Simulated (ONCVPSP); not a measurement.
**Pseudopotential generation for indium: ONCV, PBE**

Aim: build the potential from the settings below, then test how well it stands in for the atom: other configurations, scattering, ghost states and the plane-wave cutoff that it needs.

Program: ONCVPSP 4.0.1.1 (patched build). Reference atom: PBE, scalar-relativistic, spherical and spin-unpolarised. All values are calculated.

### 1 The design

The settings as typed:

| Property | Result |
| --- | --- |
| element | indium (In, Z = 49) |
| type | optimised norm-conserving Vanderbilt (ONCV) |
| frozen core | [Ar] 3d10 |
| valence charge | 21 |
| reference configuration | 4s2 4p6 4d10 5s2 5p1 |
| partial waves | 4s+5s: rc 1.25 bohr, ncon 4, nbas 7, qcut 10.5 1/bohr, 2 projectors; 4p+5p: rc 1.35 bohr, ncon 4, nbas 8, qcut 9.5 1/bohr, 2 projectors; 4d: rc 1.15 bohr, ncon 3, nbas 6, qcut 8 1/bohr, 1 projector |
| local potential | polynomial inside 0.80 bohr (lpopt 3, dvloc0 6 Ha) |
| core correction | Teter function, fcfact 4.5, rcfact 1.4 |

### 2 Generating the potential

The input, In.dat:

```
# ATOM AND REFERENCE CONFIGURATION
# atsym  z   nc   nv     iexc    psfile
  In 49.00    6    5        4      upf
#
#   n    l    f
    1    0    2.00
    2    0    2.00
    2    1    6.00
    3    0    2.00
    3    1    6.00
    3    2   10.00
    4    0    2.00
    4    1    6.00
    4    2   10.00
    5    0    2.00
    5    1    1.00
#
# PSEUDOPOTENTIAL AND OPTIMIZATION
# lmax
    2
#
#   l,   rc,      ep,       ncon, nbas, qcut
    0    1.25    0.00    4    7   10.50
    1    1.35    0.00    4    8    9.50
    2    1.15    0.00    3    6    8.00
#
# LOCAL POTENTIAL
# lloc, lpopt,  rc(5),   dvloc0
    4    3    0.80    6.00
#
# VANDERBILT-KLEINMAN-BYLANDER PROJECTORs
# l, nproj, debl
    0    2    2.00
    1    2    2.30
    2    1    2.80
#
# MODEL CORE CHARGE
# icmod, fcfact, rcfact
    3    4.50    1.40
#
# LOG DERIVATIVE ANALYSIS
# epsh1, epsh2, depsh
   -6.00    5.00    0.04
#
# OUTPUT GRID
# rlmax, drl
    6.00    0.01
#
# TEST CONFIGURATIONS
# ncnf
    4
# nvcnf
#   n    l    f
    5
    4    0    2.00
    4    1    6.00
    4    2   10.00
    5    0    2.00
    5    1    0.00
#
    5
    4    0    2.00
    4    1    6.00
    4    2   10.00
    5    0    1.00
    5    1    0.00
#
    5
    4    0    2.00
    4    1    6.00
    4    2   10.00
    5    0    0.00
    5    1    0.00
#
    5
    4    0    2.00
    4    1    6.00
    4    2   10.00
    5    0    1.00
    5    1    1.00
#
```

On the command line:

```
oncvpsp.x < In.dat > In.out
```

The output, In.out (without the consistency checks and plot data):

```text
ONCVPSP  (Optimized Norm-Conservinng Vanderbilt PSeudopotential)
scalar-relativistic version 4.0.1.1, modified

#   n    l    f        energy (Ha)
    1    0    2.00    -1.0199550E+03
    2    0    2.00    -1.5271681E+02
    2    1    6.00    -1.3706868E+02
    3    0    2.00    -2.8979330E+01
    3    1    6.00    -2.3855262E+01
    3    2   10.00    -1.5901853E+01
    4    0    2.00    -4.3974108E+00
    4    1    6.00    -2.8712316E+00
    4    2   10.00    -6.8439220E-01
    5    0    2.00    -3.0176496E-01
    5    1    1.00    -9.2560952E-02

Reference configufation results
  iterations    22
  all-electron total energy (Ha)   -5.88163595D+03

Begin loop to  construct optimized pseudo wave functions
and semi-local pseudopoentials for all angular momenta

Calculating optimized projector #   1

 for l=   0

    Fraction of norm inside rc  0.911019
    Optimizing pswf for qcut=  10.49 a_B^-1,  ecut=  55.03 Ha
    Residual kinetic energy error=  1.59D-06 Ha

    Energy error per electron        Cutoff
         Ha          eV             Ha
         0.01000     0.27211       32.19
         0.00100     0.02721       39.95
         0.00010     0.00272       45.96
         0.00001     0.00027       50.96

Calculating optimized projector #   2

 for l=   0

    Fraction of norm inside rc  0.045580
    Optimizing pswf for qcut=  10.49 a_B^-1,  ecut=  55.03 Ha
    Residual kinetic energy error=  1.32D-06 Ha

    Energy error per electron        Cutoff
         Ha          eV             Ha
         0.01000     0.27211       26.26
         0.00100     0.02721       36.51
         0.00010     0.00272       44.24
         0.00001     0.00027       50.30

Calculating optimized projector #   1

 for l=   1

    Fraction of norm inside rc  0.898459
    Optimizing pswf for qcut=   9.49 a_B^-1,  ecut=  45.02 Ha
    Residual kinetic energy error=  4.52D-06 Ha

    Energy error per electron        Cutoff
         Ha          eV             Ha
         0.01000     0.27211       16.69
         0.00100     0.02721       20.84
         0.00010     0.00272       35.79
         0.00001     0.00027       42.58

Calculating optimized projector #   2

 for l=   1

    Fraction of norm inside rc  0.022227
    Optimizing pswf for qcut=   9.49 a_B^-1,  ecut=  45.02 Ha
    Residual kinetic energy error=  1.80D-06 Ha

    Energy error per electron        Cutoff
         Ha          eV             Ha
         0.01000     0.27211       11.86
         0.00100     0.02721       16.62
         0.00010     0.00272       27.84
         0.00001     0.00027       39.42

Calculating optimized projector #   1

 for l=   2

    Fraction of norm inside rc  0.548527
    Optimizing pswf for qcut=   7.99 a_B^-1,  ecut=  31.94 Ha
    Residual kinetic energy error=  3.72D-03 Ha

    Energy error per electron        Cutoff
         Ha          eV             Ha
         0.01000     0.27211       28.68
         0.00100     0.02721       53.09
         0.00010     0.00272      104.01

Construct Vanderbilt / Kleinmman-Bylander projectors

B matrix Hermiticity error, ll=   0
   1   2    6.6020E-04

  Orthonormal projector coefficients  1.9809E+01  2.9314E+00

B matrix Hermiticity error, ll=   1
   1   2    2.6787E-04

  Orthonormal projector coefficients  9.7274E+00  2.1344E+00

Model core correction analysis
  based on d2Exc/dn_idn_j

d2excae - all-electron derivatives

   -3.492880D-02   -3.153722D-02   -2.209500D-02   -2.120358D-03
   -9.233358D-04
   -3.153736D-02   -2.962569D-02   -2.241268D-02   -2.507970D-03
   -9.607899D-04
   -2.209520D-02   -2.241278D-02   -2.109837D-02   -6.560175D-03
   -2.602300D-03
   -2.120282D-03   -2.507772D-03   -6.559520D-03   -2.659527D-02
   -2.090575D-02
   -9.233343D-04   -9.607372D-04   -2.601668D-03   -2.090320D-02
   -2.572095D-02

d2excps - pseudofunction derivatives with no core correction

   -3.899846D-02   -3.519886D-02   -2.402157D-02   -2.565501D-03
   -1.105475D-03
   -3.519907D-02   -3.259116D-02   -2.385687D-02   -2.955903D-03
   -1.129123D-03
   -2.402185D-02   -2.385699D-02   -2.230580D-02   -6.714618D-03
   -2.661332D-03
   -2.565462D-03   -2.955731D-03   -6.713965D-03   -2.663560D-02
   -2.092465D-02
   -1.105487D-03   -1.129080D-03   -2.660701D-03   -2.092210D-02
   -2.572906D-02

rms 2nd derivative error    1.627301E-03

rmatch, rhocmatch    0.5625   35.9264

Teter function model core charge with specified parameters

d2excps - pseudofunction derivatives with core correction

   -3.212143D-02   -2.937290D-02   -2.174737D-02   -1.945008D-03
   -8.321787D-04
   -2.937300D-02   -2.768427D-02   -2.202159D-02   -2.421097D-03
   -8.949218D-04
   -2.174749D-02   -2.202163D-02   -2.155144D-02   -6.499744D-03
   -2.571664D-03
   -1.944920D-03   -2.420893D-03   -6.499089D-03   -2.658148D-02
   -2.090032D-02
   -8.321702D-04   -8.948646D-04   -2.571033D-03   -2.089777D-02
   -2.571818D-02

rms 2nd derivative error    9.355952E-04

Pseudoatom total energy -190.512355

Diagnostic tests using Vanderbilt-Kleinman-Bylander pseudopotentials
  1 or more projectors used as specified by nproj input data

   l    rcore       rmatch      e in        delta e   norm test  slope test

   0   1.2537708   1.2918380  -4.3974108   0.0000015   1.0002556   1.0002530
   0   1.2537708   1.2918380  -0.3017650   0.0000134   1.0000828   1.0000685

   1   1.3551641   1.3963099  -2.8712316  -0.0000033   1.0002149   1.0002253
   1   1.3551641   1.3963099  -0.0925610   0.0000061   1.0000874   1.0000746

   2   1.1530454   1.1880544  -0.6843922  -0.0001072   0.9999896   0.9998464

 Testing for bound ghosts
   n   l    E NL Schr. Eq   E Basis Diag.   E Cutoff

   1   0       -4.397409       -4.397383    120.82
   2   0       -0.301752       -0.165673    120.82

   2   1       -2.871235       -2.871223    165.56
   3   1       -0.092555        0.116450    165.56

   3   2       -0.684499       -0.677040     91.77

 Testing for highly-localized positive-energy ghosts
       l    <radius>/rc     E Basis Diag.   E Cutoff

       0        0.632559       14.851976    120.82  WARNING - GHOST(+)

Test configuration 0

   n   l     f        eae           eps        diff
   1   0  2.0000-1019.95496395
   2   0  2.0000 -152.71680934
   2   1  6.0000 -137.06867834
   3   0  2.0000  -28.97933047
   3   1  6.0000  -23.85526208
   3   2 10.0000  -15.90185308
   4   0  2.0000   -4.39741076   -4.39740927    1.49D-06
   4   1  6.0000   -2.87123162   -2.87123490   -3.28D-06
   4   2 10.0000   -0.68439220   -0.68449942   -1.07D-04
   5   0  2.0000   -0.30176496   -0.30175160    1.34D-05
   5   1  1.0000   -0.09256095   -0.09255482    6.13D-06

    Total energies and differences
      AE_ref= -5.88163595D+03  AE_tst= -5.88163595D+03  dif=  0.00D+00
      PS_ref= -1.90512355D+02  PS_tst= -1.90512355D+02  dif=  5.40D-13
      PSP excitation error= -5.40D-13

Test configuration 1

   n   l     f        eae           eps        diff
   1   0  2.0000-1020.23088656
   2   0  2.0000 -152.99126966
   2   1  6.0000 -137.34330486
   3   0  2.0000  -29.25359294
   3   1  6.0000  -24.12953529
   3   2 10.0000  -16.17605630
   4   0  2.0000   -4.67171257   -4.67183177   -1.19D-04
   4   1  6.0000   -3.14569823   -3.14579013   -9.19D-05
   4   2 10.0000   -0.95816598   -0.95827471   -1.09D-04
   5   0  2.0000   -0.54849627   -0.54848243    1.38D-05

    Total energies and differences
      AE_ref= -5.88163595D+03  AE_tst= -5.88143885D+03  dif=  1.97D-01
      PS_ref= -1.90512355D+02  PS_tst= -1.90315215D+02  dif=  1.97D-01
      PSP excitation error= -3.86D-05

Test configuration 2

   n   l     f        eae           eps        diff
   1   0  2.0000-1020.62443740
   2   0  2.0000 -153.38008447
   2   1  6.0000 -137.73238653
   3   0  2.0000  -29.64280069
   3   1  6.0000  -24.51873439
   3   2 10.0000  -16.56498989
   4   0  2.0000   -5.06106775   -5.06155786   -4.90D-04
   4   1  6.0000   -3.53499747   -3.53533856   -3.41D-04
   4   2 10.0000   -1.34244364   -1.34257160   -1.28D-04
   5   0  1.0000   -0.86991953   -0.86993449   -1.50D-05

    Total energies and differences
      AE_ref= -5.88163595D+03  AE_tst= -5.88073196D+03  dif=  9.04D-01
      PS_ref= -1.90512355D+02  PS_tst= -1.89608208D+02  dif=  9.04D-01
      PSP excitation error= -1.64D-04

Test configuration 3

psatom: WARNING lschvkbb convergence error n,l,iter=   3   1   4
ea(ii),et,emin,emax -1.001222E-01 -1.101344E-01 -1.101344E-01 -1.101344E-01
run_config: WARNING for fully non-local PS atom, stg. 1
 WARNING no output for configuration 4

Test configuration 4

   n   l     f        eae           eps        diff
   1   0  2.0000-1020.29110303
   2   0  2.0000 -153.04997764
   2   1  6.0000 -137.40196562
   3   0  2.0000  -29.31310589
   3   1  6.0000  -24.18902460
   3   2 10.0000  -16.23541793
   4   0  2.0000   -4.73189678   -4.73211086   -2.14D-04
   4   1  6.0000   -3.20579344   -3.20592852   -1.35D-04
   4   2 10.0000   -1.01571742   -1.01583034   -1.13D-04
   5   0  1.0000   -0.58462466   -0.58461874    5.92D-06
   5   1  1.0000   -0.33863575   -0.33863004    5.72D-06

    Total energies and differences
      AE_ref= -5.88163595D+03  AE_tst= -5.88119655D+03  dif=  4.39D-01
      PS_ref= -1.90512355D+02  PS_tst= -1.90072895D+02  dif=  4.39D-01
      PSP excitation error= -6.07D-05
```

It took 4.7 s on 1 thread of Neoverse-N1, shared host.

Partial waves on a coarse radial grid (AE all-electron, PS pseudo):

| r (bohr) | 4d AE | 4d PS | 4p AE | 4p PS |
| --- | --- | --- | --- | --- |
| 0.068 | -0.1367 | 0.0022 | 0.4268 | 0.0208 |
| 0.135 | -0.3996 | 0.0162 | -0.0237 | 0.0800 |
| 0.202 | -0.5124 | 0.0514 | -0.5275 | 0.1734 |
| 0.270 | -0.4361 | 0.1140 | -0.6470 | 0.2961 |
| 0.338 | -0.2347 | 0.2043 | -0.4360 | 0.4378 |
| 0.405 | 0.0136 | 0.3167 | -0.0740 | 0.5857 |
| 0.473 | 0.2653 | 0.4470 | 0.3163 | 0.7335 |
| 0.540 | 0.4847 | 0.5821 | 0.6495 | 0.8667 |
| 0.608 | 0.6664 | 0.7147 | 0.9061 | 0.9808 |
| 0.675 | 0.8018 | 0.8300 | 1.0737 | 1.0657 |
| 0.742 | 0.8965 | 0.9205 | 1.1656 | 1.1198 |
| 0.810 | 0.9561 | 0.9808 | 1.1960 | 1.1419 |
| 0.878 | 0.9857 | 1.0082 | 1.1792 | 1.1332 |
| 0.945 | 0.9916 | 1.0074 | 1.1303 | 1.0980 |
| 1.013 | 0.9798 | 0.9871 | 1.0597 | 1.0408 |
| 1.080 | 0.9554 | 0.9568 | 0.9785 | 0.9693 |
| 1.148 | 0.9215 | 0.9215 | 0.8908 | 0.8875 |
| 1.215 | 0.8821 | 0.8821 | 0.8041 | 0.8032 |
| 1.283 | 0.8385 | 0.8385 | 0.7187 | 0.7185 |
| 1.350 | 0.7935 | 0.7935 | 0.6392 | 0.6391 |
| 1.418 | 0.7473 | 0.7473 | 0.5644 | 0.5643 |
| 1.485 | 0.7021 | 0.7021 | 0.4971 | 0.4970 |
| 1.553 | 0.6572 | 0.6572 | 0.4352 | 0.4351 |
| 1.620 | 0.6145 | 0.6145 | 0.3807 | 0.3806 |
| 1.688 | 0.5729 | 0.5729 | 0.3313 | 0.3312 |
| 1.755 | 0.5339 | 0.5339 | 0.2883 | 0.2882 |

Densities times 4π (e/bohr³); a dash where the program caps the true core:

```
r (bohr)  pseudo valence  true core  model core
   0.068           1.549          –       157.9
   0.202           7.086          –       131.1
   0.338           17.89          –       89.32
   0.473           29.72      109.7       49.42
   0.608           36.43      19.99       21.56
   0.742           34.83      3.409       7.101
   0.878           26.91     0.5526       1.545
   1.013           17.85    0.09129      0.1738
   1.148           11.06    0.01537    0.001983
   1.283           6.728   0.002632    0.003205
   1.418           4.137  0.0004633    0.001582
   1.553           2.616  8.285e-05   1.966e-05
   1.688           1.717  1.507e-05   0.0001404
```

### 3 Transferability, from the output's test configurations

1 test gave no usable energy difference (4s2 4p6 4d10 5s0 5p0).

Energies count from the reference configuration 4s2 4p6 4d10 5s2 5p1; the error is all-electron less pseudo.

| valence configuration | charge | ΔE all-electron (eV) | error AE − PS (meV) |
| --- | --- | --- | --- |
| 4s2 4p6 4d10 5s2 5p0 | +1 | 5.363 | -1.1 |
| 4s2 4p6 4d10 5s1 5p0 | +2 | 24.599 | -4.5 |
| 4s2 4p6 4d10 5s1 5p1 | +1 | 11.957 | -1.7 |

### 4 Does it scatter like the atom?

Taken from the files of the generation run. The phase is arctan(r·R′/R) of the radial function R, unwrapped, with energies in Ha. A pole is an energy at which the radial function vanishes at the test radius. The pseudo phase is shifted by a multiple of π to meet the all-electron one at the reference energy. Levels narrower than the energy grid can be missing from the poles. The last column is the largest difference on the grid between −0.5 and +0.5 Ha.

| channel | radius (bohr) | reference (Ha) | poles AE | poles PS | window around the reference with phases within 0.05 rad (Ha) | largest difference near zero (rad) |
| --- | --- | --- | --- | --- | --- | --- |
| s | 1.27 | -0.30 | -3.24 | -3.24 | the whole range | 0.000 |
| p | 1.37 | -0.09 | -1.89 | -1.89 | the whole range | 0.000 |
| d | 1.17 | -0.68 | 2.61 | 2.59 | the whole range | 0.000 |

Phases (rad) along the scan:

```
E (Ha)    d AE    d PS    s AE    s PS
 -5.96   1.156   1.155   0.438   0.438
 -5.40   1.111   1.110  -0.404  -0.404
 -4.84   1.052   1.050  -1.070  -1.070
 -4.28   0.969   0.967  -1.353  -1.353
 -3.72   0.848   0.845  -1.494  -1.494
 -3.16   0.657   0.655  -1.581  -1.581
 -2.60   0.347   0.344  -1.643  -1.643
 -2.04  -0.114  -0.116  -1.695  -1.695
 -1.48  -0.599  -0.600  -1.742  -1.742
 -0.92  -0.945  -0.945  -1.789  -1.789
 -0.36  -1.159  -1.159  -1.840  -1.840
  0.20  -1.296  -1.296  -1.901  -1.901
  0.76  -1.390  -1.390  -1.977  -1.977
  1.32  -1.459  -1.460  -2.081  -2.081
  1.88  -1.513  -1.514  -2.233  -2.233
  2.44  -1.558  -1.560  -2.472  -2.473
  3.00  -1.598  -1.600  -2.850  -2.853
  3.56  -1.635  -1.638  -3.340  -3.345
  4.12  -1.671  -1.674  -3.766  -3.772
  4.68  -1.708  -1.712  -4.045  -4.051
```

### 5 Convergence and ghost test

Read off the output, the cutoffs (Ha) at which the residual kinetic energy of the hardest occupied pseudo-wave falls to 1 and 0.1 mHa per electron: 53 Ha and 104 Ha.

The program's own ghost test: no bound ghost flagged; GHOST(+) flagged for s at 404.1 eV.

Cutoff (Ha) at which the first wave of each channel reaches a given error (Ha per electron):

```csv
error,s,p,d
1.0e-02,32.2,16.7,28.7
3.2e-03,36.3,18.8,32.9
1.0e-03,40.0,20.8,53.1
3.2e-04,43.1,30.5,90.4
1.0e-04,46.0,35.8,104.0
3.2e-05,48.4,39.2,144.4
```

### 6 Results

```
                                                quantity                                                 value
  cutoffs for 1 and 0.1 mHa per electron, occupied waves                                      53 Ha and 104 Ha
                                            bound ghosts                                            none found
                                          GHOST(+) flags                                           s at 404 eV
                            largest test error (AE − PS)  -4.5 meV, for 4s2 4p6 4d10 5s1 5p0 (1 test unsolved)
largest phase difference near zero energy, channels read                                             0.000 rad
 rms error of d²Exc/dn², without and with the model core                                     1.63 and 0.94 mHa
```

By total energies transferability is very good where solved: the largest error is 4.5 meV on 24.6 eV, for 4s2 4p6 4d10 5s1 5p0. Of the tests 1 gave no usable energy difference, which is a warning in itself. The potential is hard: the looser tolerance needs 53 Ha. At the looser tolerance the 4d wave is the slowest; 4s needs 40 Ha. No bound ghost shows below the valence levels. Near zero energy the phases of the channels with partial waves agree within 0.001 rad. The program also flags highly localised states, GHOST(+) (s). All of this concerns the isolated atom, not yet a solid.
